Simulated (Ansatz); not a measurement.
**SnH2F (SMILES [F][SnH2]): UPBE0/STO-3G**

Aim: the energy change on altering one bond length of SnH2F at UPBE0/STO-3G, from 2 runs. 

The calculation is run with Ansatz 0.2.0.

59 further runs of the same task are left out: 7 that didn't finish, 52 set aside as unsound or not needed.

### Step 1. Starting point

The species is SnH2F (4 atoms), meant as a doublet with charge 0. SMILES: `[F][SnH2]`. The shape is that of a PBE0-D4/def2-TZVP optimisation.

Bond lengths: F1–Sn2 1.932 Å, Sn2–H3 1.726 Å, Sn2–H4 1.726 Å. Angles: F1–Sn2–H3 103.3°, F1–Sn2–H4 103.3°, H3–Sn2–H4 113.3°.

### Step 2. The energy at UPBE0/STO-3G

Input file in.yaml:

```yaml
crystal:
  periodic: [false, false, false]
  atoms:
    - {symbol: F, position_ang: [-1.552600, -0.190000, 0.640700]}
    - {symbol: Sn, position_ang: [0.028300, -0.242200, -0.468300]}
    - {symbol: H, position_ang: [1.184100, -1.054400, 0.524100]}
    - {symbol: H, position_ang: [0.395700, 1.426200, -0.716700]}
basis:
  gaussian: {orbitals: STO-3G}
accuracy: high
hamiltonian: {xc: pbe0}
total_charge: 0
magnetization: {spin_polarized: true, initial_magnetization: 1}
```

Launch:

```bash
ansatz run in.yaml --threads 1 --pin off --max-ram 2610MiB --events-out events.jsonl --progress --plain --runs-dir runs
```

Log:

```text
Warning: RAYON_NUM_THREADS=1 ignored (pool sized by the plan → 1); use --threads N
Functional definition: PBE0
  name "PBE0"
  parameter a = 0.25
  parameter kappa = 0.804
  parameter beta = 0.06672455060314922
  exchange = (1 - a)*pbe_x(kappa = kappa, mu = beta*pi^2/3) + a*exact_x
  correlation = pbe_c(beta = beta)
612 factors; integrals over basis functions are off by at most 4.8e-9 eV
mean field evaluation 1: about -165022.4516 eV, gradient 9.8e0 eV
mean field evaluation 2: about -165018.2646 eV, gradient 2.7e1 eV
mean field evaluation 4: about -165023.5569 eV, gradient 3.3e-1 eV
mean field evaluation 8: about -165023.5118 eV, gradient 6.6e-3 eV
mean field evaluation 16: about -165023.5118 eV, gradient 4.2e-7 eV
mean field -165023.51178876 eV, -6064.5022012830 hartree, gradient 1.3e-8 eV, S^2 0.751455; 0 other end points of the search recorded, 0 dependent functions left out
reference -165023.51178998 eV, -6064.5022013281 hartree; 31, 30 occupied and 3, 4 virtual orbitals, 612 factors
Total energy: -165023.51178998 eV, -6064.5022013281 hartree
```

Run time: 2.7 s. Hardware: 1 thread of Arm Neoverse V2, shared host; peak memory 0.16 GiB.

### Step 3. The distorted shape, same level

Input file molecule.yaml:

```yaml
crystal:
  periodic: [false, false, false]
  atoms:
    - {symbol: F, position_ang: [-1.644445, -0.607078, 0.702797]}
    - {symbol: Sn, position_ang: [-0.063545, -0.659278, -0.406203]}
    - {symbol: H, position_ang: [1.092255, -1.471478, 0.586197]}
    - {symbol: H, position_ang: [0.395700, 1.426200, -0.716700]}
basis:
  gaussian:
    orbitals: STO-3G
accuracy: high
magnetization:
  spin_polarized: true
  initial_magnetization: 1
hamiltonian:
  xc: pbe0
```

Launch:

```bash
ansatz run molecule.yaml --threads 1 --pin off --max-ram 2610MiB --events-out events.jsonl --progress --plain --runs-dir runs
```

Log:

```text
Warning: RAYON_NUM_THREADS=1 ignored (pool sized by the plan → 1); use --threads N
Functional definition: PBE0
  name "PBE0"
  parameter a = 0.25
  parameter kappa = 0.804
  parameter beta = 0.06672455060314922
  exchange = (1 - a)*pbe_x(kappa = kappa, mu = beta*pi^2/3) + a*exact_x
  correlation = pbe_c(beta = beta)
612 factors; integrals over basis functions are off by at most 4.8e-9 eV
mean field evaluation 1: about -165020.9359 eV, gradient 1.1e1 eV
mean field evaluation 2: about -165016.7311 eV, gradient 2.8e1 eV
mean field evaluation 4: about -165022.2898 eV, gradient 8.2e-1 eV
mean field evaluation 8: about -165022.2442 eV, gradient 1.4e-2 eV
mean field evaluation 16: about -165022.2443 eV, gradient 4.8e-6 eV
mean field -165022.24425570 eV, -6064.4556203022 hartree, gradient 7.0e-8 eV, S^2 0.753569; 0 other end points of the search recorded, 0 dependent functions left out
reference -165022.24425696 eV, -6064.4556203487 hartree; 31, 30 occupied and 3, 4 virtual orbitals, 612 factors
Total energy: -165022.24425696 eV, -6064.4556203487 hartree
```

Wall time 2.7 s (1 thread of Arm Neoverse V2, shared host); peak memory 0.17 GiB.

### Step 4. Outcome

At UPBE0/STO-3G:

```
                                                          quantity           value
                                         first shape: total energy  -6064.50220 Eh
                                                 first shape: ⟨S²⟩           0.751
                                     distorted shape: total energy  -6064.45562 Eh
                                             distorted shape: ⟨S²⟩           0.754
energy change with the Sn2–H4 bond stretched from 1.726 to 2.158 Å        1.268 eV
```

With the Sn2–H4 bond stretched from 1.726 to 2.158 Å the energy rises by 1.27 eV (29 kcal/mol). The first shape isn't relaxed at this level, so the change isn't measured from a minimum. The minimal basis adds a large error of its own. Relativity is left out (first shape) although the molecule holds a heavy atom. Relativity is left out (distorted shape) although the molecule holds a heavy atom.
